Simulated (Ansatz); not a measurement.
# MgRh: a relaxation

Wanted: a converged relaxation for MgRh, and a check of what comes out. The structure is shown as the input types it.

Computed with Ansatz 0.2.0 (DFT, r2SCAN, PAW with Ansatz's default frozen-core files, scalar-relativistic; relaxation of cell and atoms, unless a step's input says otherwise).

## Step 1: The structure to begin with

The structure is cubic, space group Pm-3m (No. 221). The conventional cell has a = 3.099 Å, b = 3.099 Å, c = 3.099 Å, α = 90.00°, β = 90.00°, γ = 90.00°. Mg (site symmetry m-3m) has 8 Rh at 2.68 Å as nearest neighbours. Rh (site symmetry m-3m) is surrounded by 8 Mg at 2.68 Å.

As a file:

```cif
data_structure
_symmetry_space_group_name_H-M 'Pm-3m'
_symmetry_Int_Tables_number 221
_cell_length_a 3.0992
_cell_length_b 3.0992
_cell_length_c 3.0992
_cell_angle_alpha 90.000
_cell_angle_beta 90.000
_cell_angle_gamma 90.000
_cell_volume 29.77
loop_
_atom_site_label
_atom_site_type_symbol
_atom_site_symmetry_multiplicity
_atom_site_Wyckoff_symbol
_atom_site_fract_x
_atom_site_fract_y
_atom_site_fract_z
_atom_site_occupancy
Mg1 Mg 1 a 0.00000 0.00000 0.00000 1
Rh1 Rh 1 b 0.50000 0.50000 0.50000 1
```

## Step 2: Input and run

input.yaml reads:

```yaml
crystal:
  lattice:
    - [3.0992, 0.0, 0.0]
    - [0.0, 3.0992, 0.0]
    - [0.0, 0.0, 3.0992]
  atoms:
    - { symbol: Mg, position: [0.0, 0.0, 0.0] }
    - { symbol: Rh, position: [0.5, 0.5, 0.5] }
kpoints:
  mp_grid: { grid: [10, 10, 10] }
scf:
  occupations: { method: fermi_dirac, width: 0.1 }
  max_iter: 1
hamiltonian:
  xc: r2scan
  pseudopotentials: { kind: paw }
relax:
  f_tol: 0.002
  max_steps: 80
  cell: {}
output:
  forces: true
  stress: true
```

Started as:

```console
$ ansatz run input.yaml --threads 1 --pin off --max-ram 3072MiB --backend cpu --events-out ev --progress --plain --runs-dir out
```

What happens when this is run?

After 1 cycle the loop was ended unconverged. The density residual dr2 stood at 0.0188 eV (threshold 1.0e-7). Nothing that it prints is a result.

The suspect setting: scf.max_iter is 1. The limit on iterations ended the loop before it was done.

The cure: delete scf.max_iter (the default then holds).
